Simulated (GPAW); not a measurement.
# HfB (Fm-3m) in GPAW: single point with PBE+U

Aim: the single point of HfB with PBE+U.

Everything below comes from runs of GPAW 26.7.0. Logs are shortened: lines on timing, memory, paths and dates and some standing lists are left out, and cuts for length are marked. The log counts tension as positive stress, the text compression.

**1. The structure**

The structure is cubic, space group Fm-3m (No. 225). Conventional cell: a = 4.620 Å, b = 4.620 Å, c = 4.620 Å, α = 90.00°, β = 90.00°, γ = 90.00°. Hf (site symmetry m-3m) is surrounded by 6 B at 2.31 Å. B (site symmetry m-3m) is surrounded by 6 Hf at 2.31 Å.

**2. Single point, PBE+U**

Input file run.py:

```python
from ase import Atoms
from ase.dft.bandgap import bandgap
from ase.io import write
from ase.units import GPa
from gpaw import GPAW, PW

atoms = Atoms(['Hf', 'B'],
              cell=[[0.0, 2.31, 2.31],
                    [2.31, 0.0, 2.31],
                    [2.31, 2.31, 0.0]],
              scaled_positions=[[0.5, 0.5, 0.5],
                                [0.0, 0.0, 0.0]],
              pbc=True)

calc = GPAW(mode=PW(600),
            xc='PBE',
            kpts={'size': (8, 8, 8), 'gamma': True},
            occupations={'name': 'fermi-dirac', 'width': 0.05},
            setups={'Hf': ':d,3.0'},
            nbands=17,
            maxiter=120,
            txt='gpaw.txt')
atoms.calc = calc
energy = atoms.get_potential_energy()
forces = atoms.get_forces()
stress = atoms.get_stress()
calc.write('gs.gpw')
write('result.traj', atoms)
print(f'Energy: {energy:.6f} eV')
print('Forces (eV/A):')
print(forces.round(4))
print('Stress (GPa):', (stress / GPa).round(3))
print('Fermi level:', round(calc.get_fermi_level(), 4), 'eV')
print(f'Gap: {bandgap(calc)[0]:.4f} eV, direct: {bandgap(calc, direct=True)[0]:.4f} eV')
```

Potentials or basis: GPAW PAW data sets (gpaw-data 1.2.1), pw.

Command:

```sh
OMP_NUM_THREADS=1 python run.py
```

gpaw.txt:

```text
__  _  _
 | _ |_)|_||  |
 |__||  | ||/\| - 26.7.0

Input parameters:
  mode=PW(ecut=600.0),
  kpts=MonkhorstPack(size=(8, 8, 8), gamma=True),
  maxiter=120,
  nbands=17,
  occupations=Occupations(name='fermi-dirac', width=0.05),
  setups={'Hf': ':d,3.0'},
  xc=XC(name='PBE')

Diagonalizing LCAO Hamiltonian
Converting LCAO to pw mode

               Hf

       B

Atoms  # Å, Bohr magnetons
|   | symbol |        x |        y |        z |    initial magnetic moments |
|---|--------|----------|----------|----------|-----------------------------|
| 0 |     Hf | 2.310000 | 2.310000 | 2.310000 | ( 0.0000,  0.0000,  0.0000) |
| 1 |      B | 0.000000 | 0.000000 | 0.000000 | ( 0.0000,  0.0000,  0.0000) |

Unit cell  # Å
| periodic |        x |        y |        z |  lengths |    angles |
|----------|----------|----------|----------|----------|-----------|
|      yes | 0.000000 | 2.310000 | 2.310000 | 3.266833 | 60.000000 |
|      yes | 2.310000 | 0.000000 | 2.310000 | 3.266833 | 60.000000 |
|      yes | 2.310000 | 2.310000 | 0.000000 | 3.266833 | 60.000000 |

Number of symmetries: 48
Symmetry operations  # r_c * U_cc + t_c -> r_c
|    | kind |            matrix            |
|----|------|------------------------------|
|  0 |  σ   |  1, 0, 0,  1, 0,-1,  1,-1, 0 |
|  1 |  C2  |  1, 0, 0,  1,-1, 0,  1, 0,-1 |
|  2 |  E   |  1, 0, 0,  0, 1, 0,  0, 0, 1 |
|  3 |  σ   |  1, 0, 0,  0, 0, 1,  0, 1, 0 |
|  4 |  C4  |  1, 0,-1,  1, 0, 0,  1,-1, 0 |
|  5 |  S6  |  1, 0,-1,  1,-1, 0,  1, 0, 0 |
|  6 |  σ   |  1, 0,-1,  0, 1,-1,  0, 0,-1 |
|  7 |  C3  |  1, 0,-1,  0, 0,-1,  0, 1,-1 |
|  8 |  S6  |  1,-1, 0,  1, 0, 0,  1, 0,-1 |
|  9 |  C4  |  1,-1, 0,  1, 0,-1,  1, 0, 0 |
| 10 |  C3  |  1,-1, 0,  0,-1, 1,  0,-1, 0 |
| 11 |  σ   |  1,-1, 0,  0,-1, 0,  0,-1, 1 |
| 12 |  σ   |  0, 1, 0,  1, 0, 0,  0, 0, 1 |
| 13 |  C4  |  0, 1, 0,  0, 1,-1, -1, 1, 0 |
| 14 |  C3  |  0, 1, 0,  0, 0, 1,  1, 0, 0 |
| 15 |  S6  |  0, 1, 0, -1, 1, 0,  0, 1,-1 |
| 16 |  C2  |  0, 1,-1,  1, 0,-1,  0, 0,-1 |
| 17 |  σ   |  0, 1,-1,  0, 1, 0, -1, 1, 0 |
| 18 |  S4  |  0, 1,-1,  0, 0,-1,  1, 0,-1 |
| 19 |  C4  |  0, 1,-1, -1, 1, 0,  0, 1, 0 |
| 20 |  C3  |  0, 0, 1,  1, 0, 0,  0, 1, 0 |
| 21 |  σ   |  0, 0, 1,  0, 1, 0,  1, 0, 0 |
| 22 |  S6  |  0, 0, 1,  0,-1, 1, -1, 0, 1 |
| 23 |  C4  |  0, 0, 1, -1, 0, 1,  0,-1, 1 |
| 24 |  S4  |  0, 0,-1,  1, 0,-1,  0, 1,-1 |
| 25 |  C3  |  0, 0,-1,  0, 1,-1,  1, 0,-1 |
| 26 |  C2  |  0, 0,-1,  0,-1, 0, -1, 0, 0 |
| 27 |  S6  |  0, 0,-1, -1, 0, 0,  0,-1, 0 |
| 28 |  S4  |  0,-1, 1,  1,-1, 0,  0,-1, 0 |
| 29 |  C4  |  0,-1, 1,  0, 0, 1, -1, 0, 1 |
| 30 |  C2  |  0,-1, 1,  0,-1, 0,  1,-1, 0 |
| 31 |  σ   |  0,-1, 1, -1, 0, 1,  0, 0, 1 |
| 32 |  C3  |  0,-1, 0,  1,-1, 0,  0,-1, 1 |
| 33 |  S6  |  0,-1, 0,  0, 0,-1, -1, 0, 0 |
| 34 |  S4  |  0,-1, 0,  0,-1, 1,  1,-1, 0 |
| 35 |  C2  |  0,-1, 0, -1, 0, 0,  0, 0,-1 |
| 36 |  C2  | -1, 1, 0,  0, 1, 0,  0, 1,-1 |
| 37 |  S6  | -1, 1, 0,  0, 1,-1,  0, 1, 0 |
| 38 |  S4  | -1, 1, 0, -1, 0, 1, -1, 0, 0 |
| 39 |  C3  | -1, 1, 0, -1, 0, 0, -1, 0, 1 |
| 40 |  S6  | -1, 0, 1,  0, 0, 1,  0,-1, 1 |
| 41 |  C2  | -1, 0, 1,  0,-1, 1,  0, 0, 1 |
| 42 |  C3  | -1, 0, 1, -1, 1, 0, -1, 0, 0 |
| 43 |  S4  | -1, 0, 1, -1, 0, 0, -1, 1, 0 |
| 44 |  C2  | -1, 0, 0,  0, 0,-1,  0,-1, 0 |
| 45 |  i   | -1, 0, 0,  0,-1, 0,  0, 0,-1 |
| 46 |  σ   | -1, 0, 0, -1, 1, 0, -1, 0, 1 |
| 47 |  C2  | -1, 0, 0, -1, 0, 1, -1, 1, 0 |

BZ-sampling:
  Number of BZ points: 512
  Number of IBZ points: 29

  Monkhorst-Pack size: [8, 8, 8]
  Monkhorst-Pack shift: [0.0625, 0.0625, 0.0625]

K-points  # in reciprocal-cell coordinates
|     |                                coordinates |     weight |
|-----|--------------------------------------------|------------|
|   0 | (  0.00000000,   0.00000000,   0.00000000) | 0.00195312 |
|   1 | (  0.12500000,   0.12500000,   0.00000000) | 0.01171875 |
|   2 | (  0.12500000,   0.12500000,   0.12500000) | 0.01562500 |
|   3 | (  0.25000000,   0.12500000,   0.12500000) | 0.02343750 |
|   4 | (  0.25000000,   0.25000000,   0.00000000) | 0.01171875 |
|   5 | (  0.25000000,   0.25000000,   0.12500000) | 0.04687500 |
|   6 | (  0.25000000,   0.25000000,   0.25000000) | 0.01562500 |
|   7 | (  0.37500000,   0.25000000,  -0.37500000) | 0.04687500 |
|   8 | (  0.37500000,   0.25000000,   0.12500000) | 0.04687500 |
|   9 | (  0.37500000,   0.25000000,   0.25000000) | 0.04687500 |
| ... |                                            |            |
|  28 | (  0.50000000,   0.50000000,   0.50000000) | 0.00781250 |

Plane wave coefficients: 869
Cutoff: 600.0 eV

Spin-components: 1 (collinear spins)
Bands:           17
Projectors:      11
Spin-degeneracy: 2
Datatype:        complex128

Parallelization:
  kpt:    1
  domain: 1
  band:   1

Density:
  Valence electrons: 15.0
  Components: 1
  Grid points: [20 20 20]
  Charge: 0.0  # |e|

Potential:
  Grid points: [20 20 20]

species:
  Hf:
    name:    Hafnium
    Z:       72.0
    valence: 12
    core:    60
    charge:  0.0  # [|e|]
    Hubbard: {U: 3.0,  # eV
              l: 2,
              scale: True}
    compensation charges:
      type: gauss
      rc: 0.41  # [Å]
      lmax: 2
    cutoffs:
      filter: 2.36  # [Å]
      core: 4.02  # [Å]
    projectors
    | kind |    occ | energy [eV] | rcut [Å] |
    |------|--------|-------------|----------|
    |   5s |  2.000 |     -66.831 |    1.397 |
    |   6s |  2.000 |      -5.097 |    1.397 |
    |   5p |  6.000 |     -35.599 |    1.307 |
    |   6p |  0.000 |      -1.401 |    1.307 |
    |   5d |  2.000 |      -2.699 |    1.334 |
    |    d |        |      24.513 |    1.334 |

    Using partial waves for Hf as LCAO basis

  B:
    name:    Boron
    Z:       5.0
    valence: 3
    core:    2
    charge:  0.0  # [|e|]
    compensation charges:
      type: gauss
      rc: 0.20  # [Å]
      lmax: 2
    cutoffs:
      filter: 1.14  # [Å]
      core: 1.38  # [Å]
    projectors
    | kind |    occ | energy [eV] | rcut [Å] |
    |------|--------|-------------|----------|
    |   2s |  2.000 |      -9.443 |    0.635 |
    |   2p |  1.000 |      -3.606 |    0.635 |
    |    s |        |      17.768 |    0.635 |
    |    p |        |      23.605 |    0.635 |
    |    d |        |       0.000 |    0.635 |

    Using partial waves for B as LCAO basis

Reference energy: -410555.604843  # eV

eigensolver:
  PPCG
  Converge bands: occupied
  niter=2

density mixing:
  MSR1-Mixer
  Pratt-step length: 0.05
  Maximum mixing coefficient: 0.75
  Old densities: 10
  SVD Regularization: 0.005
  Good broyden scale: 1.0
  Trust region scale: 1.0
  Backstep threshold: 4.0
  History deletion threshold: 6.0
  Fourier metric: weight=20.0, sigma=0.015

occupation numbers:
  Fermi-Dirac:
    width: 0.0500  # eV

poisson solver:
  ecut: 4800.0  # eV

xc functional:
  name: PBE with 2 nearest neighbor stencil

convergence criteria:
- Maximum [total energy] change in last 3 cyles: 0.0005 eV / valence electron
- Maximum integral of absolute [dens]ity change: 0.0001 electrons / valence electron
- Maximum integral of absolute [eigenst]ate change: 4e-08 eV^2 / valence electron
maximum number of iterations: 120

SCF iterations
|iter     | |      energy | eigst |  dens |
|---------|-|-------------|-------|-------|
|iter:   1| |  -13.129585 | -0.31 |       |
|iter:   2| |  -12.836157 | -2.54 | -0.89 |
|iter:   3| |  -11.888871 | -1.47 | -0.94 |
|iter:   4| |  -11.938219 | -3.23 | -1.74 |
|iter:   5| |  -11.962415 | -3.29 | -2.02 |
|iter:   6| |  -11.962763 | -5.00 | -2.89 |
|iter:   7| |  -11.962866c| -5.77 | -3.35 |
|iter:   8| |  -11.962868c| -7.60c| -4.42c|

Converged in 8 steps
Energy contributions relative to reference atoms: (reference = -410555.604843)

Energy contributions:
  Kinetic:          38.263110
  Coulomb:         -33.871419
  Zero:             -0.423000
  External:          0.000000
  Xc:              -15.926651
  Entropy:          -0.009815
  Spinorbit:         0.000000
  ----------------------------
  Free energy:     -11.967775
  Extrapolated:    -11.962868

dipole moment: (-7.105529, -7.105529, -7.105529)  # |e|*Ang

Fermi level: 10.882
Eigenvalues  # (at kpt = [0.000, 0.000, 0.000])
| band index |      eig [eV] | occ [0-2] |
|------------|---------------|-----------|
|          0 |       -49.514 |     2.000 |
|          1 |       -18.201 |     2.000 |
|          2 |       -18.201 |     2.000 |
|          3 |       -18.201 |     2.000 |
|          4 |         0.981 |     2.000 |
|          5 |        13.604 |     0.000 |
|          6 |        13.604 |     0.000 |
|          7 |        13.604 |     0.000 |
|          8 |        14.659 |     0.000 |
|          9 |        14.659 |     0.000 |
|         10 |        14.659 |     0.000 |
|         11 |        15.062 |     0.000 |
|         12 |        15.062 |     0.000 |
|        ... |               |           |
|         16 |        36.576 |     0.000 |

No gap
No difference between direct/indirect transitions

Forces  # eV/Ang
|       x |        y |        z |
|---------|----------|----------|
| 0.00000 |  0.00000 |  0.00000 |  # Hf   0
| 0.00000 | -0.00000 | -0.00000 |  # B    1

Stress tensor  # eV/Ang^3
|         x |         y |         z |
|-----------|-----------|-----------|
| -0.269915 |  0.000000 |  0.000000 |
|  0.000000 | -0.269915 | -0.000000 |
|  0.000000 | -0.000000 | -0.269915 |

# Writing to gs.gpw (mode='')
```

Wall time 7.2 s (1 thread of Arm Neoverse V2, shared host); peak memory 0.14 GiB.

Results:

* Free energy: -11.9678 eV
* Pressure: 43.2 GPa
* Band gap on the k mesh: none (metal or under the smearing width)

Levels at points of the mesh, in eV from the Fermi level:
```
           k point  band 4  band 5  band 6  band 7  band 8  band 9  band 10  band 11  band 12  band 13
(0.00, 0.00, 0.00)  -29.08   -9.90    2.72    2.72    2.72    3.78     3.78     3.78     4.18     4.18
(0.50, 0.50, 0.00)  -29.33   -6.90   -1.31   -0.79    2.10    2.10     6.23     8.78     8.78     9.10
(0.50, 0.50, 0.50)  -29.16   -5.17   -4.38   -1.42   -1.42    7.23     7.23     8.03     8.13    13.65
```

Caveat: the cutoff is short for stress and forces, so pressures can be off by a GPa or more; a pressure of tens of GPa on the cell as given is suspect, and the run, the potentials or the cell itself is likely at fault; U without spin polarisation on a metal has little footing; the U is typed as a test and isn't derived for this compound. Spin-orbit coupling is left out, which matters for the levels of Hf.
